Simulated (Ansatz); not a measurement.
# AlClH2OSSi: a ladder of functionals and wavefunction methods

One table from this session's results is given with a row withheld; the runs are named, their logs left out.

Method: functionals in def2-TZVPP, the program's frozen cores in correlated methods; program: Ansatz 0.2.0, Gaussian basis.

Levels to be run: LDA (SPW92), PBE-D4, revPBE-D4, BLYP-D4, r2SCAN-D4, B97M-V, PBE0-D4, B3LYP-D4, r2SCANh-D4, r2SCAN0-D4, HSE06-D4, BHLYP-D4, CAM-B3LYP-D4, LC-ωPBE, ωB97X-V, ωB97M-V, B2PLYP, PBE-QIDH; CCSD(T)/def2-SVP; CCSD(T)/def2-TZVPP; MP2/def2-QZVPP; extrapolation to the limit; RPA on PBE.

## The relaxed structure

An earlier PBE0-D4 in a triple-zeta def2 set relaxation fixed the geometry.

SMILES `O[SiH]1[S][Al]1[Cl]`, 7 atoms, charge 0, spin multiplicity 1.

Atoms are counted from 1 here; the program's logs count them from 0.

Bond lengths: O1–Si2 1.641 Å, O1–H6 0.959 Å, Si2–S3 2.191 Å, Si2–Al4 2.313 Å, Si2–H7 1.479 Å, S3–Al4 2.176 Å, Al4–Cl5 2.080 Å. Angles: Si2–O1–H6 117.6°, O1–Si2–S3 116.1°, O1–Si2–Al4 128.7°, O1–Si2–H7 103.5°, S3–Si2–Al4 57.7°, S3–Si2–H7 113.6°, Al4–Si2–H7 126.2°, Si2–S3–Al4 64.0°, Si2–Al4–S3 58.3°, Si2–Al4–Cl5 167.8°, S3–Al4–Cl5 133.6°.

Set-up of the first run:

in.yaml reads:

```yaml
crystal:
  periodic: [false, false, false]
  atoms:
    - {symbol: O, position_ang: [-0.152710, -0.236496, 2.012870]}
    - {symbol: Si, position_ang: [0.595311, -0.196165, 0.552874]}
    - {symbol: S, position_ang: [-0.261651, -1.478325, -1.004083]}
    - {symbol: Al, position_ang: [-0.189128, 0.650259, -1.452239]}
    - {symbol: Cl, position_ang: [-0.832876, 1.801519, -3.060685]}
    - {symbol: H, position_ang: [-1.100704, -0.092124, 2.029848]}
    - {symbol: H, position_ang: [2.003058, -0.516868, 0.875814]}
basis:
  gaussian: {orbitals: def2-TZVPP}
hamiltonian: {xc: lda}
output: {orbitals: {seedname: orbitals}}
```

Run with:

```
ansatz run in.yaml --threads 2 --pin off --events-out ev --progress --plain --max-ram 4352MiB
```

Steps of the session up to this table: LDA; PBE-D4 (GGA); revPBE-D4 (GGA); BLYP-D4 (GGA); r2SCAN-D4 (meta-GGA); B97M-V (meta-GGA); B3LYP-D4 (hybrid); r2SCANh-D4 (hybrid); r2SCAN0-D4 (hybrid); HSE06-D4 (hybrid); BHLYP-D4 (hybrid); CAM-B3LYP-D4 (range-separated); LC-ωPBE (range-separated); ωB97X-V (range-separated); ωB97M-V (range-separated); B2PLYP (double hybrid); PBE-QIDH (double hybrid).

One table of the session follows, with a row left open; its other results are not shown here.

It belongs to the step «Frontier levels by functional». 

| functional | HOMO (eV) | LUMO (eV) | gap (eV) |
| --- | --- | --- | --- |
| LDA (SPW92) | -5.80 | -2.72 | 3.08 |
| PBE-D4 | -5.67 | -2.51 | 3.16 |
| revPBE-D4 | -5.61 | -2.42 | 3.20 |
| BLYP-D4 | -5.52 | -2.32 | 3.20 |
| r2SCAN-D4 | -5.87 | -2.34 | 3.53 |
| B97M-V | -5.88 | -2.39 | 3.49 |
| PBE0-D4 | -6.70 | -1.79 | 4.91 |
| B3LYP-D4 | -6.50 | -1.92 | 4.58 |
| r2SCANh-D4 | -6.25 | -2.08 | 4.17 |
| r2SCAN0-D4 | -6.82 | -1.70 | 5.12 |
| HSE06-D4 | -6.31 | -2.16 | 4.15 |
| BHLYP-D4 | -7.60 | -0.94 | 6.66 |
| CAM-B3LYP-D4 | ? | ? | ? |
| LC-ωPBE | -9.13 | 0.21 | 9.34 |
| ωB97X-V | -8.83 | 0.14 | 8.97 |
| ωB97M-V | -8.62 | -0.04 | 8.57 |

Estimate the missing values for CAM-B3LYP-D4.

**Answer.** HOMO (eV): -7.89; LUMO (eV): -0.77; gap (eV): 7.13. In the column «HOMO (eV)» it lies between ωB97M-V (-8.62) and BHLYP-D4 (-7.60).
